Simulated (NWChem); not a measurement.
# the pair AlH3SO···GaH3, step by step

Wanted: a single-point energy (singlet GaAlH6SO, PBE0-D3(BJ)/def2-SVPD), then a single-point energy (singlet AlH3SO, PBE0-D3(BJ)/def2-SVPD), then a single-point energy (singlet GaH3, PBE0-D3(BJ)/def2-SVPD), then the energy (singlet AlH3SO, PBE0-D3(BJ)/def2-SVPD), then a single-point energy (singlet GaH3, PBE0-D3(BJ)/def2-SVPD) of AlGaH6OS and its partners. 

The results are computed with NWChem 7.3.0.

## Step 1: The molecule

GaAlH6SO: 10 atoms, total charge 0, spin state singlet. The two molecules were placed rigidly side by side, at 0.9 times their contact distance; the pair isn't optimised.

Bond lengths: O1–Al2 1.690 Å, Al2–S3 2.186 Å, O1–H4 0.955 Å, Al2–H5 1.569 Å, S3–H6 1.344 Å, Ga7–H8 1.568 Å, Ga7–H9 1.568 Å, Ga7–H10 1.568 Å. Angles: O1–Al2–S3 122.3°, O1–Al2–H5 118.4°, S3–Al2–H5 119.3°, Al2–O1–H4 126.2°, Al2–S3–H6 94.2°, H8–Ga7–H9 120.0°, H8–Ga7–H10 120.0°, H9–Ga7–H10 120.0°.

## Step 2: A single-point energy at PBE0-D3(BJ)/def2-SVPD (run 1)

Input file mymol.nw:

```
start mymol
memory stack 880 mb heap 220 mb global 1100 mb

geometry units bohr noautosym nocenter noautoz
 O  -2.10878318 -0.98347017 -1.65781893
 Al  0.49147997  0.75866835 -1.02665041
 S   2.30769575  0.74903074  2.68325992
 H  -2.96955343 -2.06949577 -0.50262935
 H   1.62833921  2.43220980 -3.19435525
 H   0.65078388 -0.88690516  3.69823182
 Ga  7.52182807 -3.35331901  2.47223420
 H   4.60813495 -3.84767136  2.69743286
 H   9.40008356 -4.69048921  4.33465378
 H   8.55666100 -1.51805479  0.38779070
end

basis "ao basis" spherical bse
 O library def2-SVPD
 Al library def2-SVPD
 S library def2-SVPD
 H library def2-SVPD
 Ga library def2-SVPD
end

dft
 xc pbe0
 mult 1
 disp vdw 4
 grid fine
 convergence energy 1e-08
 maxiter 100
 mulliken
 print low
end

task dft energy
```

Run with:

```console
$ nwchem mymol.nw > mymol.out
```

Log:

```text
[...]
 d= 0,ls=0.0,diis     1  -2643.1873104208 -2.98D+03  1.33D-02  7.51D-01     5.7
[...]
 d= 0,ls=0.0,diis    10  -2643.2777935254 -7.45D-10  1.84D-07  7.54D-10    48.6
         Total DFT energy =    -2643.277793525412
      One electron energy =    -4340.016278542968
           Coulomb energy =     1494.486055169827
    Exchange-Corr. energy =     -129.622625976224
 Nuclear repulsion energy =      331.881448768401
    Dispersion correction =       -0.006392944449
[...]
      Total Density - Mulliken Population Analysis
     ---------------------------------------------
    Atom       Charge   Shell Charges
 -----------   ------   -------------------------------------------------------
    1 O    8     8.66   1.99  1.07  0.65  0.08  2.88  1.78  0.18  0.01  0.02
    2 Al  13    11.84   2.00  1.98  0.83 -0.19  0.04  5.92  0.81  0.19  0.24  0.02
    3 S   16    16.79   2.00  1.98  1.25  0.62  0.09  5.93  1.81  2.79  0.22  0.04  0.07
    4 H    1     0.86   0.70  0.05  0.07  0.04
    5 H    1     1.13   0.71  0.42  0.01 -0.00
    6 H    1     0.74   0.70 -0.01  0.03  0.02
    7 Ga  31    31.03   2.00  2.00  1.99  1.26  0.29 -0.03  6.00  5.98  0.95  0.51  8.03  1.83  0.19  0.02
    8 H    1     0.96   0.70  0.29  0.01 -0.03
    9 H    1     0.99   0.70  0.31  0.01 -0.02
   10 H    1     1.00   0.70  0.32  0.01 -0.02
[...]
```

It took 49 s on 1 thread of Intel Xeon 6975P-C (Granite Rapids), shared host; peak memory 0.13 GiB.

## Step 3: AlH3SO: a single-point energy at PBE0-D3(BJ)/def2-SVPD (run 2)

Input file struct.nw:

```
start struct
title "AlH3OS"
memory stack 880 mb heap 220 mb global 1100 mb
geometry units angstroms noautosym nocenter noautoz
O       -1.115920      -0.520430      -0.877280
Al       0.260080       0.401470      -0.543280
S        1.221180       0.396370       1.419920
H       -1.571420      -1.095130      -0.265980
H        0.861680       1.287070      -1.690380
H        0.344380      -0.469330       1.957020
end
basis spherical bse
O library def2-SVPD
Al library def2-SVPD
S library def2-SVPD
H library def2-SVPD
end
dft
xc pbe0
disp vdw 4
grid fine
convergence energy 1e-08
iterations 100
mulliken
noprint "final vectors analysis"
end
task dft
```

Run with:

```console
$ nwchem struct.nw > struct.out
```

Log:

```text
[...]
          Wavefunction type:  closed shell.
          No. of atoms     :     6
          No. of electrons :    40
[...]
          Charge           :     0
          Spin multiplicity:     1
[...]
          AO basis - number of functions:    98
[...]
              XC Information
              --------------
                         PBE0 Method XC Functional
                     Hartree-Fock (Exact) Exchange  0.250
          PerdewBurkeErnzerhof Exchange Functional  0.750
            Perdew 1991 LDA Correlation Functional  1.000 local
           PerdewBurkeErnz. Correlation Functional  1.000 non-local
[...]
 d= 0,ls=0.0,diis     1   -717.0861017378 -8.49D+02  2.05D-02  6.72D-01     1.4
[...]
 d= 0,ls=0.0,diis     8   -717.1640952851 -6.27D-09  3.95D-06  1.77D-07     9.2
         Total DFT energy =     -717.164095285077
      One electron energy =    -1254.641399415343
           Coulomb energy =      459.535115867876
    Exchange-Corr. energy =      -53.740894692846
 Nuclear repulsion energy =      131.686387415541
    Dispersion correction =       -0.003304460305
[...]
      Total Density - Mulliken Population Analysis
     ---------------------------------------------
    Atom       Charge   Shell Charges
 -----------   ------   -------------------------------------------------------
    1 O    8     8.64   1.99  1.07  0.65  0.08  2.88  1.78  0.17  0.01  0.02
    2 Al  13    11.87   2.00  1.98  0.82 -0.14  0.04  5.92  0.81  0.18  0.24  0.01
    3 S   16    16.72   2.00  1.98  1.25  0.62  0.07  5.93  1.81  2.76  0.23  0.04  0.04
    4 H    1     0.86   0.70  0.05  0.07  0.04
    5 H    1     1.13   0.71  0.42  0.01 -0.00
    6 H    1     0.77   0.70  0.00  0.03  0.04
[...]
```

Wall time 9.9 s (1 thread of Intel Xeon 6975P-C (Granite Rapids), shared host); peak memory 0.12 GiB.

## Step 4: GaH3: a single-point energy at PBE0-D3(BJ)/def2-SVPD (run 3)

Input file job.nw:

```
start job
title "GaH3 PBE0"
memory stack 880 mb heap 220 mb global 1100 mb

geometry units atomic noautosym nocenter noautoz
  Ga  7.52182807 -3.35331901  2.47223420
  H   4.60813495 -3.84767136  2.69743286
  H   9.40008356 -4.69048921  4.33465378
  H   8.55666100 -1.51805479  0.38779070
end

basis "ao basis" spherical bse
  * library def2-SVPD
end

dft
  xc pbe0
  disp vdw 4
  grid fine
  convergence energy 1e-08
  iterations 100
  mulliken
  print low
end

task dft energy
```

Run with:

```console
$ nwchem job.nw > job.out
```

Log:

```text
[...]
 d= 0,ls=0.0,diis     1  -1926.0997281090 -1.96D+03  8.53D-03  8.38D-02     0.7
[...]
 d= 0,ls=0.0,diis     7  -1926.1142160629 -2.76D-10  5.31D-08  5.64D-12     3.6
         Total DFT energy =    -1926.114216062875
      One electron energy =    -2748.773003983632
           Coulomb energy =      866.568272731951
    Exchange-Corr. energy =      -75.871081136214
 Nuclear repulsion energy =       31.962535477846
    Dispersion correction =       -0.000939152826
[...]
      Total Density - Mulliken Population Analysis
     ---------------------------------------------
    Atom       Charge   Shell Charges
 -----------   ------   -------------------------------------------------------
    1 Ga  31    31.02   2.00  2.00  1.99  1.25  0.30 -0.02  6.00  5.98  0.96  0.49  8.03  1.83  0.18  0.02
    2 H    1     0.99   0.70  0.31  0.01 -0.02
    3 H    1     0.99   0.70  0.31  0.01 -0.02
    4 H    1     0.99   0.70  0.31  0.01 -0.02
[...]
```

It took 4.2 s on 1 thread of Intel Xeon 6975P-C (Granite Rapids), shared host; peak memory 0.12 GiB.

## Step 5: AlH3SO among ghost functions: a single-point energy at PBE0-D3(BJ)/def2-SVPD (with ghost functions) (run 4)

Input file struct.nw:

```
start struct
title "AlH3OS"
memory stack 880 mb heap 220 mb global 1100 mb
charge 0

geometry units angstrom noautosym nocenter noautoz
  O    -1.115920   -0.520430   -0.877280
  Al    0.260080    0.401470   -0.543280
  S     1.221180    0.396370    1.419920
  H    -1.571420   -1.095130   -0.265980
  H     0.861680    1.287070   -1.690380
  H     0.344380   -0.469330    1.957020
  bqGa     3.980380    -1.774500     1.308250
  bqH      2.438520    -2.036100     1.427420
  bqH      4.974310    -2.482100     2.293800
  bqH      4.527990    -0.803320     0.205210
end

basis spherical bse
  O library def2-SVPD
  Al library def2-SVPD
  S library def2-SVPD
  H library def2-SVPD
  bqGa library Ga def2-SVPD
  bqH library H def2-SVPD
end

dft
  xc pbe0
  disp vdw 4
  grid fine
  convergence energy 1e-08
  maxiter 100
  mulliken
  print low
end

task dft energy
```

Run with:

```console
$ nwchem struct.nw > struct.out
```

Log:

```text
[...]
 d= 0,ls=0.0,diis     1   -717.0868190698 -8.49D+02  1.29D-02  6.74D-01     5.0
[...]
 d= 0,ls=0.0,diis     8   -717.1647967226 -6.19D-09  2.50D-06  1.82D-07    35.5
         Total DFT energy =     -717.164796722590
      One electron energy =    -1254.639946416083
           Coulomb energy =      459.531633510811
    Exchange-Corr. energy =      -53.739566772553
 Nuclear repulsion energy =      131.686387415541
    Dispersion correction =       -0.003304460305
[...]
      Total Density - Mulliken Population Analysis
     ---------------------------------------------
    Atom       Charge   Shell Charges
 -----------   ------   -------------------------------------------------------
    1 O    8     8.66   1.99  1.07  0.65  0.08  2.88  1.78  0.18  0.01  0.02
    2 Al  13    11.84   2.00  1.98  0.83 -0.19  0.04  5.92  0.81  0.19  0.24  0.01
    3 S   16    16.78   2.00  1.98  1.25  0.61  0.10  5.93  1.81  2.78  0.24  0.04  0.05
    4 H    1     0.86   0.70  0.05  0.07  0.04
    5 H    1     1.13   0.71  0.42  0.01 -0.00
    6 H    1     0.76   0.70 -0.00  0.03  0.03
    7 X    0     0.00  -0.00 -0.00 -0.00  0.00  0.00 -0.01  0.00 -0.00  0.00  0.00 -0.00  0.00  0.00 -0.00
    8 X    0    -0.03   0.00 -0.01  0.00 -0.01
    9 X    0    -0.00   0.00  0.00  0.00 -0.00
   10 X    0     0.00  -0.00  0.00  0.00  0.00
[...]
```

Wall time 36 s (1 thread of Intel Xeon 6975P-C (Granite Rapids), shared host); peak memory 0.13 GiB.

## Step 6: GaH3 among ghost functions: a single-point energy at PBE0-D3(BJ)/def2-SVPD (with ghost functions) (run 5)

Input file gah3.nw:

```
START gah3
memory stack 880 mb heap 220 mb global 1100 mb
GEOMETRY units angstrom noautosym nocenter noautoz
 Ga    3.980380   -1.774500    1.308250
 H     2.438520   -2.036100    1.427420
 H     4.974310   -2.482100    2.293800
 H     4.527990   -0.803320    0.205210
 bqO     -1.115920    -0.520430    -0.877280
 bqAl     0.260080     0.401470    -0.543280
 bqS      1.221180     0.396370     1.419920
 bqH     -1.571420    -1.095130    -0.265980
 bqH      0.861680     1.287070    -1.690380
 bqH      0.344380    -0.469330     1.957020
END
BASIS spherical bse
 Ga library def2-SVPD
 H library def2-SVPD
 bqO library O def2-SVPD
 bqAl library Al def2-SVPD
 bqS library S def2-SVPD
 bqH library H def2-SVPD
END
DFT
 xc pbe0
 mult 1
 disp vdw 4
 grid fine
 convergence energy 1e-08
 maxiter 100
 mulliken
 print low
END
TASK dft energy
```

Run with:

```console
$ nwchem gah3.nw > gah3.out
```

Log:

```text
[...]
 d= 0,ls=0.0,diis     1  -1926.0999082137 -1.96D+03  3.53D-03  8.51D-02     5.1
[...]
 d= 0,ls=0.0,diis     7  -1926.1144431159 -3.19D-10  2.29D-08  6.25D-12    30.5
         Total DFT energy =    -1926.114443115919
      One electron energy =    -2748.770626790587
           Coulomb energy =      866.565114736706
    Exchange-Corr. energy =      -75.870529670962
 Nuclear repulsion energy =       31.962537761760
    Dispersion correction =       -0.000939152836
[...]
      Total Density - Mulliken Population Analysis
     ---------------------------------------------
    Atom       Charge   Shell Charges
 -----------   ------   -------------------------------------------------------
    1 Ga  31    31.03   2.00  2.00  1.99  1.27  0.29 -0.03  6.00  5.98  0.96  0.51  8.03  1.83  0.19  0.02
    2 H    1     0.98   0.70  0.30  0.01 -0.03
    3 H    1     0.99   0.70  0.31  0.01 -0.03
    4 H    1     1.00   0.70  0.32  0.01 -0.02
    5 X    0    -0.00  -0.00  0.00 -0.00 -0.00 -0.00 -0.00  0.00 -0.00  0.00
    6 X    0     0.00  -0.00 -0.00  0.00  0.00  0.00 -0.00  0.00 -0.00 -0.00  0.00
    7 X    0     0.01   0.00  0.00 -0.00  0.00 -0.00  0.00 -0.00  0.00  0.00 -0.00  0.00
    8 X    0     0.00   0.00  0.00 -0.00  0.00
    9 X    0     0.00  -0.00  0.00 -0.00  0.00
   10 X    0    -0.01  -0.00 -0.00 -0.00 -0.00
[...]
```

Run time: 31 s. Hardware: 1 thread of Intel Xeon 6975P-C (Granite Rapids), shared host; peak memory 0.13 GiB.

## Step 7: Summary of results

```
                                                                                                                  quantity           value
                                                                                run 1, PBE0-D3(BJ)/def2-SVPD: total energy  -2643.27779 Eh
                                                                           run 1, PBE0-D3(BJ)/def2-SVPD: dispersion energy   -16.78 kJ/mol
                                                                                                      AlH3SO: total energy   -717.16410 Eh
                                                                                                     AlH3SO: dipole moment          1.52 D
                                                                                                 AlH3SO: dispersion energy    -8.68 kJ/mol
                                                                                                        GaH3: total energy  -1926.11422 Eh
                                                                                                   GaH3: dispersion energy    -2.47 kJ/mol
                                                                                AlH3SO among ghost functions: total energy   -717.16480 Eh
                                                                           AlH3SO among ghost functions: dispersion energy    -8.68 kJ/mol
                                                                                  GaH3 among ghost functions: total energy  -1926.11444 Eh
                                                                             GaH3 among ghost functions: dispersion energy    -2.47 kJ/mol
              interaction energy of the rigid parts AlH3SO and GaH3 (parts in their own basis; closest atoms 2.67 Å apart)        0.014 eV
interaction energy of the rigid parts AlH3SO and GaH3 (parts in the whole basis, counterpoise; closest atoms 2.67 Å apart)        0.039 eV
```

**Reading.** The interaction energy of the rigid parts AlH3SO and GaH3 (parts in their own basis; closest atoms 2.67 Å apart) is 0.01 eV (0.3 kcal/mol). Without counterpoise this holds the superposition error of the basis. The interaction energy of the rigid parts AlH3SO and GaH3 (parts in the whole basis, counterpoise; closest atoms 2.67 Å apart) is 0.04 eV (3.8 kJ/mol): the parts repel at this shape. The basis-set superposition error is 2.4 kJ/mol. Mulliken charges (run 1, PBE0-D3(BJ)/def2-SVPD) run from -0.79 on S3 to +1.16 on Al2; in a basis this large or diffuse they mean little.
